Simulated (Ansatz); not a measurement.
# CH2AlClO: molecular dynamics

Aim: follow the atoms for 40 steps of 0.5 fs with a Nosé-Hoover thermostat, with velocities drawn for 300 K.

Method: PBE0-D4/def2-SVP; program: Ansatz 0.2.0, Gaussian basis.

1 further run of the same task is left out (it didn't finish).

**1. The starting structure**

SMILES `O=[CH][AlH][Cl]`, 6 atoms, charge 0, spin multiplicity 1.

Atoms are counted from 1 here; the program's logs count them from 0.

Bond lengths: O1–C2 1.219 Å, C2–Al3 2.034 Å, C2–H5 1.113 Å, Al3–Cl4 2.009 Å, Al3–H6 1.533 Å. Angles: O1–C2–Al3 105.0°, O1–C2–H5 117.4°, Al3–C2–H5 137.6°, C2–Al3–Cl4 117.7°, C2–Al3–H6 118.6°, Cl4–Al3–H6 123.6°.

Geometry (Å):

| atom | x (Å) | y (Å) | z (Å) |
| --- | --- | --- | --- |
| O1 | 0.94302 | -1.35980 | -0.59227 |
| C2 | 1.03457 | -0.16224 | -0.38247 |
| Al3 | -0.78404 | 0.38440 | 0.34574 |
| Cl4 | -2.18434 | -1.04375 | 0.53138 |
| H5 | 2.00621 | 0.32732 | -0.61886 |
| H6 | -1.01543 | 1.85407 | 0.71649 |

**2. The run**

Contents of md/in.yaml:

```yaml
crystal:
  periodic: [false, false, false]
  atoms:
    - {symbol: O, position_ang: [0.943020, -1.359800, -0.592270]}
    - {symbol: C, position_ang: [1.034570, -0.162240, -0.382470]}
    - {symbol: Al, position_ang: [-0.784040, 0.384400, 0.345740]}
    - {symbol: Cl, position_ang: [-2.184340, -1.043750, 0.531380]}
    - {symbol: H, position_ang: [2.006210, 0.327320, -0.618860]}
    - {symbol: H, position_ang: [-1.015430, 1.854070, 0.716490]}
basis:
  gaussian: {orbitals: def2-SVP}
hamiltonian: {xc: pbe0, dispersion: d4}
md: {n_steps: 40, timestep: 0.5, temperature: 300, ensemble: nvt_nose_hoover, seed: 535, initial_velocities: maxwell_boltzmann}
```

Launch:

```bash
ansatz run in.yaml --threads 2 --pin off --events-out ev --progress --plain --max-ram 3481MiB
```

What does the calculation give? Wanted: temperature at the start; mean temperature, second half; lowest and highest potential energy, from the first frame; largest change of potential + kinetic.

**Answer**, as computed:

| quantity | value |
| --- | --- |
| length | 40 steps, 20.0 fs |
| temperature at the start | 300 K |
| mean temperature, second half | 496 K |
| lowest and highest potential energy, from the first frame | -138 and 0 meV |
| largest change of potential + kinetic | 3.0 meV |

**Reading.** The thermostat trades energy with the molecule, so the sum of potential and kinetic energy isn't conserved: it changes by -3 meV over the run. The mean temperature of the second half is still well above the 300 K set. With 6 atoms the instant temperature spans 300 to 566 K. The bonding pattern stays as it was.
